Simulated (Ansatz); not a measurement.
**C7H12O2: a ladder of functionals and wavefunction methods**

One table from this session's results is given with a row withheld; the runs are named, their logs left out.

Method: functionals in def2-TZVPP, the program's frozen cores in correlated methods; program: Ansatz 0.2.0, Gaussian basis.

The runs, in order: PBE-D4, r2SCAN-D4, PBE0-D4, B3LYP-D4, ωB97X-V, ωB97M-V, B2PLYP; CCSD(T)/def2-TZVPP; MP2/def2-QZVPP; extrapolation to the limit.

### The geometry

The geometry comes from an earlier relaxation with PBE0-D4 in a triple-zeta def2 set; it is a stationary point, not always the lowest conformer.

SMILES `CC(=O)CC(=O)C(C)C`, 21 atoms, charge 0, spin multiplicity 1.

Atoms are counted from 1 here; the program's logs count them from 0.

Bond lengths: C1–C2 1.498 Å, C1–H10 1.094 Å, C1–H11 1.088 Å, C1–H12 1.094 Å, C2–O3 1.205 Å, C2–C4 1.523 Å, C4–C5 1.523 Å, C4–H13 1.089 Å, C4–H14 1.090 Å, C5–O6 1.205 Å, C5–C7 1.512 Å, C7–C8 1.531 Å, C7–C9 1.517 Å, C7–H15 1.097 Å, C8–H16 1.093 Å, C8–H17 1.092 Å, C8–H18 1.092 Å, C9–H19 1.091 Å and more. Angles: C2–C1–H10 109.8°, C2–C1–H11 110.4°, C2–C1–H12 109.2°, H10–C1–H11 110.9°, H10–C1–H12 106.7°, H11–C1–H12 109.7°, C1–C2–O3 123.3°, C1–C2–C4 115.9°, O3–C2–C4 120.7°, C2–C4–C5 106.8°, C2–C4–H13 108.1°, C2–C4–H14 110.9°, C5–C4–H13 111.3°, C5–C4–H14 108.4°, H13–C4–H14 111.3°, C4–C5–O6 120.6°, C4–C5–C7 116.1°, O6–C5–C7 123.3° and more.

The first run:

in.yaml

```yaml
crystal:
  periodic: [false, false, false]
  atoms:
    - {symbol: C, position_ang: [1.464611, 1.385770, 2.410802]}
    - {symbol: C, position_ang: [0.946237, 0.079769, 1.890831]}
    - {symbol: O, position_ang: [1.606741, -0.927256, 1.853086]}
    - {symbol: C, position_ang: [-0.476441, 0.097687, 1.348519]}
    - {symbol: C, position_ang: [-0.383182, 0.496841, -0.117912]}
    - {symbol: O, position_ang: [-0.382965, 1.658945, -0.437989]}
    - {symbol: C, position_ang: [-0.252856, -0.637387, -1.108722]}
    - {symbol: C, position_ang: [-1.635068, -1.257289, -1.330077]}
    - {symbol: C, position_ang: [0.367287, -0.172828, -2.412472]}
    - {symbol: H, position_ang: [1.254105, 2.181165, 1.690360]}
    - {symbol: H, position_ang: [2.531658, 1.317384, 2.613395]}
    - {symbol: H, position_ang: [0.931217, 1.644523, 3.330673]}
    - {symbol: H, position_ang: [-0.893610, -0.902423, 1.460079]}
    - {symbol: H, position_ang: [-1.082314, 0.839900, 1.868633]}
    - {symbol: H, position_ang: [0.385953, -1.392465, -0.633682]}
    - {symbol: H, position_ang: [-2.308764, -0.532734, -1.794333]}
    - {symbol: H, position_ang: [-2.091410, -1.599189, -0.398551]}
    - {symbol: H, position_ang: [-1.553082, -2.118559, -1.995871]}
    - {symbol: H, position_ang: [1.362519, 0.245268, -2.251596]}
    - {symbol: H, position_ang: [0.454564, -1.009476, -3.108920]}
    - {symbol: H, position_ang: [-0.245200, 0.602333, -2.876252]}
basis:
  gaussian: {orbitals: def2-TZVPP}
hamiltonian: {xc: pbe, dispersion: d4}
output: {forces: true, orbitals: {seedname: orbitals}}
```

Command:

```sh
$ ansatz run in.yaml --threads 4 --pin off --events-out ev --progress --plain --max-ram 46080MiB --backend cuda --devices 0, --max-vram 37GiB
```

Steps of the session up to this table: PBE-D4 (GGA); r2SCAN-D4 (meta-GGA); PBE0-D4 (hybrid); B3LYP-D4 (hybrid); ωB97X-V (range-separated); ωB97M-V (range-separated); B2PLYP (double hybrid); CCSD(T) in def2-TZVPP; MP2 in def2-QZVPP.

One table of the session follows, with a row left open; its other results are not shown here.

| method | atoms, summed (eV) | atomisation energy (eV) |
| --- | --- | --- |
| PBE-D4 | -11444.742 | 94.945 |
| r2SCAN-D4 | ? | ? |
| PBE0-D4 | -11447.483 | 93.094 |
| B3LYP-D4 | -11462.381 | 92.329 |
| ωB97X-V | -11457.868 | 92.463 |
| ωB97M-V | -11456.222 | 92.588 |
| B2PLYP | -11452.630 | 91.446 |
| HF/def2-TZVPP | -11414.532 | 67.648 |
| MP2/def2-TZVPP | -11434.835 | 91.866 |
| CCSD/def2-TZVPP | -11439.626 | 88.652 |
| CCSD(T)/def2-TZVPP | -11440.168 | 90.105 |
| MP2/CBS | -11438.584 | 93.959 |
| CCSD(T)/CBS | -11443.917 | 92.198 |

**Question.** Estimate the row for r2SCAN-D4.

**Answer.** atoms, summed (eV): -11454.546; atomisation energy (eV): 92.729. In the column «atoms, summed (eV)» it lies between ωB97M-V (-11456.222) and B2PLYP (-11452.630).

To keep in mind: Free atoms (7 C, 2 O, 12 H) were run apart at each level; the atomisation energy is their sum less the molecule, without zero-point or spin-orbit terms.
